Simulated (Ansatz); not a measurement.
# CH₆BNSi: small, medium and large basis sets

The task here is to estimate one member of a computed series from the others.

Computed with Ansatz 0.2.0, Gaussian basis. Level: one geometry, several basis sets.

Plan: PBE0-D4/def2-SVP; ωB97M-V/def2-SVP; PBE0-D4/def2-QZVPP; ωB97M-V/def2-QZVPP; the functionals' def2-TZVPP values are taken from earlier runs.

## The relaxed structure

An earlier PBE0-D4 in a triple-zeta def2 set relaxation fixed the geometry.

SMILES `CB1N[SiH2]1`, 10 atoms, charge 0, spin multiplicity 1.

Atoms are counted from 1 here; the program's logs count them from 0.

Bond lengths: C1–B2 1.552 Å, C1–H5 1.094 Å, C1–H6 1.094 Å, C1–H7 1.094 Å, B2–N3 1.382 Å, B2–Si4 1.940 Å, N3–Si4 1.755 Å, N3–H8 1.009 Å, Si4–H9 1.488 Å, Si4–H10 1.488 Å. Angles: B2–C1–H5 110.4°, B2–C1–H6 110.2°, B2–C1–H7 113.1°, H5–C1–H6 106.0°, H5–C1–H7 108.5°, H6–C1–H7 108.4°, C1–B2–N3 138.8°, C1–B2–Si4 160.1°, N3–B2–Si4 61.1°, B2–N3–Si4 75.4°, B2–N3–H8 137.6°, Si4–N3–H8 147.1°, B2–Si4–N3 43.6°, B2–Si4–H9 125.6°, B2–Si4–H10 125.6°, N3–Si4–H9 115.0°, N3–Si4–H10 115.0°, H9–Si4–H10 108.8°.

The first run:

in.yaml reads:

```yaml
crystal:
  periodic: [false, false, false]
  atoms:
    - {symbol: C, position_ang: [-1.190182, 0.684239, -1.058673]}
    - {symbol: B, position_ang: [-0.118927, 0.085433, -0.108763]}
    - {symbol: N, position_ang: [0.362532, -1.154865, 0.263945]}
    - {symbol: Si, position_ang: [1.313813, -0.011246, 1.195391]}
    - {symbol: H, position_ang: [-1.890824, 1.309515, -0.497754]}
    - {symbol: H, position_ang: [-0.717653, 1.343525, -1.792958]}
    - {symbol: H, position_ang: [-1.760208, -0.078534, -1.596277]}
    - {symbol: H, position_ang: [0.178337, -2.122295, 0.043322]}
    - {symbol: H, position_ang: [1.137403, -0.102076, 2.669606]}
    - {symbol: H, position_ang: [2.768610, -0.004996, 0.885163]}
basis:
  gaussian: {orbitals: def2-SVP}
hamiltonian: {xc: pbe0, dispersion: d4}
output: {orbitals: {seedname: orbitals}}
```

Run with:

```console
$ ansatz run in.yaml --threads 2 --pin off --events-out ev --progress --plain --max-ram 4352MiB
```

Steps of the session up to this table: PBE0-D4 in def2-SVP; ωB97M-V in def2-SVP; PBE0-D4 in def2-QZVPP; ωB97M-V in def2-QZVPP.

One of the session's tables, all rows but one given; the rest of the session is left out.

| functional | basis | HOMO (eV) | LUMO (eV) |
| --- | --- | --- | --- |
| PBE0-D4 | def2-SVP | -6.73 | 0.40 |
| PBE0-D4 | def2-TZVPP | -6.76 | -0.04 |
| PBE0-D4 | def2-QZVPP | -6.77 | -0.19 |
| ωB97M-V | def2-SVP | -8.78 | 2.29 |
| ωB97M-V | def2-TZVPP | ? | ? |
| ωB97M-V | def2-QZVPP | -8.85 | 1.21 |

Q: Estimate the row for ωB97M-V, def2-TZVPP from the others.

As computed: HOMO (eV): -8.83; LUMO (eV): 1.58. In the column «HOMO (eV)» it lies between ωB97M-V, def2-QZVPP (-8.85) and ωB97M-V, def2-SVP (-8.78).
